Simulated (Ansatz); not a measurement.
# Y2C: the cost of one run

Computed with Ansatz 0.2.0 (DFT PBEsol, with the methods named in each step, unless a step's input says otherwise).

## 1. Starting point

The structure is trigonal, space group R-3m (No. 166). The conventional cell has a = 3.579 Å, b = 3.579 Å, c = 18.425 Å, α = 90.00°, β = 90.00°, γ = 120.00°. Y (site symmetry 3m) has 3 C at 2.46 Å in its first shell of neighbours. C (site symmetry -3m) is surrounded by 6 Y at 2.46 Å.

Coordinates:

```cif
data_structure
_symmetry_space_group_name_H-M 'P 1'
_symmetry_Int_Tables_number 1
_cell_length_a 6.4798
_cell_length_b 6.4798
_cell_length_c 6.4798
_cell_angle_alpha 32.065
_cell_angle_beta 32.065
_cell_angle_gamma 32.065
_cell_volume 68.14
loop_
_atom_site_label
_atom_site_type_symbol
_atom_site_fract_x
_atom_site_fract_y
_atom_site_fract_z
_atom_site_occupancy
Y1 Y 0.26079 0.26079 0.26079 1
Y2 Y 0.73921 0.73921 0.73921 1
C1 C 0.00000 0.00000 0.00000 1
```

Whether this phase is the stable one at these pressures isn't tested.

Atoms are numbered in the order of the input: Y1, Y2, C3.

## 2. The reference volume, LAPW

Input file input.yaml:

```yaml
crystal:
  lattice:
    - [1.7896213778, 1.0332383842, 6.14150443]
    - [-1.7896213778, 1.0332383842, 6.14150443]
    - [0.0, -2.0664767685, 6.1415044299]
  atoms:
    - { symbol: "Y", position: [0.2607869235, 0.2607869235, 0.2607869235] }
    - { symbol: "Y", position: [0.7392130765, 0.7392130765, 0.7392130765] }
    - { symbol: C, position: [0.0, 0.0, 0.0] }
kpoints:
  mp_grid: { grid: [12, 12, 12] }
  band_path:
    path:
      - [0.0, 0.0, 0.0]
      - [0.5, 0.5, 0.5]
      - [0.8144638389, 0.1855361611, 0.5]
      - [0.5, -0.1855361611, 0.1855361611]
      - [0.5, 0.0, 0.0]
      - [0.0, 0.0, 0.0]
      - [0.3427680806, -0.3427680806, 0.0]
      - [0.6572319194, 0.0, 0.3427680806]
      - [0.5, 0.0, 0.5]
    npoints: 14
scf:
  occupations: { method: fermi_dirac, width: 0.05 }
hamiltonian:
  xc: pbesol
  pseudopotentials: { kind: all_electron, lapw: { basis_error: 0.001 } }
output:
  forces: true
  stress: true
  eigenvalues: true
  populations: true
```

The run is started by

```sh
$ ansatz run input.yaml --threads 1 --pin off --max-ram 3072MiB --backend cpu --events-out ev --progress --plain --runs-dir out
```

Q: Estimate wall time and peak memory on 1 thread of Intel Xeon 6975P-C (Granite Rapids), shared host.

About 58 s, with a peak of 0.86 GiB.
